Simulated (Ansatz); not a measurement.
**PbO2: the cell at several levels of theory**

An exercise on one series of results from a longer session: the logs are not shown, and one member is left open.

The runs shown are made with Ansatz 0.2.0. PAW datasets, plane waves, zero pressure. Calculated at 0 K for a non-magnetic cell.

**The system as given**

The symmetry is P4_2/mnm (No. 136, tetragonal); a = 5.036 Å, c = 3.324 Å in the conventional setting, 14.05 Å³ an atom. Near Pb stand 6 O at 2.17 Å; near O stand 3 Pb at 2.17 Å.

Coordinates:

```cif
data_structure
_symmetry_space_group_name_H-M 'P4_2/mnm'
_symmetry_Int_Tables_number 136
_cell_length_a 5.0363
_cell_length_b 5.0363
_cell_length_c 3.3240
_cell_angle_alpha 90.000
_cell_angle_beta 90.000
_cell_angle_gamma 90.000
_cell_volume 84.31
loop_
_atom_site_label
_atom_site_type_symbol
_atom_site_symmetry_multiplicity
_atom_site_Wyckoff_symbol
_atom_site_fract_x
_atom_site_fract_y
_atom_site_fract_z
_atom_site_occupancy
Pb1 Pb 2 a 0.00000 0.00000 0.00000 1
O1 O 4 f 0.30500 0.30500 0.00000 1
```

Set-up of the first run:

The input, input.yaml:

```yaml
crystal:
  lattice:
    - [5.03631131, 0.0, 0.0]
    - [0.0, 5.03631131, 0.0]
    - [0.0, 0.0, 3.3239654646]
  atoms:
    - { symbol: Pb, position: [0.0, 0.0, 0.0] }
    - { symbol: Pb, position: [0.5, 0.5, 0.5] }
    - { symbol: O, position: [0.305, 0.305, 0.0] }
    - { symbol: O, position: [0.195, 0.805, 0.5] }
    - { symbol: O, position: [0.805, 0.195, 0.5] }
    - { symbol: O, position: [0.695, 0.695, 0.0] }
kpoints:
  mp_grid: { grid: [6, 6, 8] }
hamiltonian:
  xc: pbe
scf:
  occupations: { method: fermi_dirac, width: 0.02 }
relax:
  f_tol: 0.005
  cell: {}
```

Run with:

```bash
$ ansatz run input.yaml --threads 4 --pin off --max-ram 7372MiB --backend cpu --events-out ev --progress --plain --runs-dir out
```

Among the steps run: Relaxing with PBE; Relaxation with r2SCAN; PBEsol: cell and atoms; Relaxation with LDA.

One table of the session follows, with a row left open; its other results are not shown here.

```
 level  a (Å)  c (Å)  volume (Å³/atom)
   PBE  5.082  3.441            14.814
r2SCAN  4.984  3.408            14.107
PBEsol      ?      ?                 ?
   LDA  4.935  3.392            13.769
```

Estimate the missing values for PBEsol.

**Answer.** a (Å): 4.997; c (Å): 3.412; volume (Å³/atom): 14.195. In the column «a (Å)» it lies between r2SCAN (4.984) and PBE (5.082).

What this shows: From the start to the first minimum the volume moved by +5.4 %. The volume runs from LDA (least) to PBE (most), a spread of 7.6 %, or 2.5 % in length if all axes shared it alike. The meshes differ: PBE 6×6×8, r2SCAN 4×4×6, PBEsol 4×4×6, LDA 4×4×6.
